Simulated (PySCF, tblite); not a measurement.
# C₁₁H₁₈: geometry, infrared bands, NMR shifts, spin-spin couplings and electronic excitations

Aim: predict the infrared bands, NMR shifts, spin-spin couplings and electronic excitations of C₁₁H₁₈ (`CC1(C=C2CCC2)CCCC1`).

Programs: tblite 0.8.0 and PySCF 2.14.0, with density-fitted response routines of our own. Each step states its level of theory. These are calculated values for one molecule in the gas phase, unless marked as measured. Atoms are numbered from 0 throughout.

## 1. The starting structure

29 atoms, charge 0, multiplicity 1; geometry from: force field or distance geometry start.

Bonds of the start (Å): C0–C1 1.54, C1–C2 1.52, C2–C3 1.32, C3–C4 1.53, C4–C5 1.54, C5–C6 1.54, C1–C7 1.54, C7–C8 1.53, C8–C9 1.53, C9–C10 1.53, C10–C1 1.53, C6–C3 1.52, C0–H11 1.09, C0–H12 1.09, C0–H13 1.10, C2–H14 1.10, C4–H15 1.10, C4–H16 1.09, C5–H17 1.10, C5–H18 1.09, C6–H19 1.09, C6–H20 1.09, C7–H21 1.10, C7–H22 1.10, C8–H23 1.10, C8–H24 1.10, C9–H25 1.10, C9–H26 1.10, C10–H27 1.10, C10–H28 1.10.

## 2. Optimising the geometry with GFN2-xTB

Job settings and geometry (Å):

```
{"job": {"kind": "relax", "xc": "GFN2-xTB", "basis": "xTB"}, "charge": 0, "multiplicity": 1}
C     -0.812900     1.897000     0.581600
C     -0.689000     0.582600    -0.205400
C      0.723600     0.517500    -0.770300
C      1.766800    -0.198200    -0.379300
C      2.028600    -1.199600     0.751600
C      3.508200    -0.860700     0.490900
C      3.184400    -0.309400    -0.912400
C     -1.101100    -0.614900     0.677500
C     -2.629700    -0.622200     0.648100
C     -3.037800     0.082200    -0.643600
C     -1.731800     0.493900    -1.327100
H     -0.122600     1.930100     1.425400
H     -0.615500     2.764100    -0.050600
H     -1.822600     2.040400     0.990000
H      0.883300     1.184300    -1.625900
H      1.681100    -0.936900     1.760600
H      1.760000    -2.233000     0.530300
H      3.912100    -0.106400     1.179100
H      4.193000    -1.714700     0.514900
H      3.703300     0.621000    -1.154300
H      3.322000    -1.024800    -1.718300
H     -0.755300    -1.560700     0.239800
H     -0.724200    -0.553900     1.712300
H     -3.039300    -1.644700     0.695500
H     -3.033100    -0.067600     1.512000
H     -3.636200    -0.570400    -1.291300
H     -3.645300     0.967500    -0.423100
H     -1.842800     1.439000    -1.869400
H     -1.446900    -0.273600    -2.058400
```

Launch:

```sh
$ OMP_NUM_THREADS=2 python probes_run.py task.json out
```

The driver reads the jobs from task.json and runs them one after another.

**Question.** This job is followed by: GFN2-xTB harmonic vibrations, gas phase; PBE0-D3(BJ)/def2-SVP geometry optimisation, gas phase; GIAO PBE0/pcSseg-1 NMR shielding, non-relativistic, gas phase; B3LYP/pcJ-1 indirect spin-spin coupling, non-relativistic, gas phase; TDDFT CAM-B3LYP/def2-SVPD, vertical, gas phase, core orbitals frozen in the response; GIAO WP04/pcSseg-1 NMR shielding, non-relativistic, gas phase. What will the session give for the following? strongest single infrared mode (GFN2-xTB); zero-point energy (GFN2-xTB); point group; rotational constants (main isotopes); ¹³C shifts against TMS (PBE0/pcSseg-1, means over atoms taken as alike); ¹H shifts against TMS (PBE0/pcSseg-1, means over atoms taken as alike); surface potential, 1st and 99th percentile; largest coupling of the table (B3LYP/pcJ-1); lowest singlet (CAM-B3LYP/def2-SVPD); brightest single state of those computed; lowest triplet; range of the shift of C1.

As calculated:

| quantity | value |
| --- | --- |
| strongest single infrared mode (GFN2-xTB) | 3030 cm⁻¹, 117 km/mol |
| zero-point energy (GFN2-xTB) | 164.1 kcal/mol |
| point group | C1 |
| rotational constants (main isotopes) | 2.46, 0.60, 0.57 GHz |
| ¹³C shifts against TMS (PBE0/pcSseg-1, means over atoms taken as alike) | 143.9, 138.7, 46.5, 40.4, 33.9, 33.1, 25.5, 23.7, 18.7 ppm |
| ¹H shifts against TMS (PBE0/pcSseg-1, means over atoms taken as alike) | 5.54, 2.71, 2.65, 1.82, 1.63, 1.62, 1.41, 1.36, 0.91 ppm |
| surface potential, 1st and 99th percentile | -0.74 V and 0.51 V |
| largest coupling of the table (B3LYP/pcJ-1) | ¹J(C,H) C2–H14, 156.0 Hz |
| lowest singlet (CAM-B3LYP/def2-SVPD) | 6.47 eV (192 nm), f = 0.022 |
| brightest single state of those computed | state 2, 6.55 eV, f = 0.384 |
| lowest triplet | 4.17 eV |
| range of the shift of C1 | 46.5 to 50.3 ppm |

**Reading.** Relaxing lowered the energy by 0.222 eV in 90 steps; the close pair that moved most is C3–C4, from 1.533 to 1.507 Å (GFN2-xTB). All 81 modes are real, so the xTB geometry is a minimum. GFN2-xTB is a fitted tight-binding method: band positions and strengths are rough. Its intensities can rank the bands wrongly. Relaxing lowered the energy by 0.242 eV in 15 steps; the close pair that moved most is C8–H24, from 1.063 to 1.101 Å (PBE0/def2-SVP). The most deshielded hydrogen is H14 (hydrogen on an alkene CH), at 5.54 ppm: olefinic region. In the run at B3LYP/pcJ-1, the largest coupling of the table is C2–H14, 156.0 Hz, of which the Fermi-contact term gives 154.6 Hz. Couplings across rotatable bonds belong to this one conformer; where others are populated, the observed values are averages. The lowest singlet, at 6.47 eV, is HOMO→LUMO 0.62, HOMO→LUMO+1 0.21 and is weak; of the 10 states computed, the strongest absorption comes from state 2 at 6.55 eV. The lowest triplet lies 2.31 eV below the lowest singlet (triplets in Tamm-Dancoff, singlets in full TDDFT). Across the 2 runs the shift of C1 moves most, between 46.5 (PBE0/pcSseg-1) and 50.3 ppm (WP04/pcSseg-1).
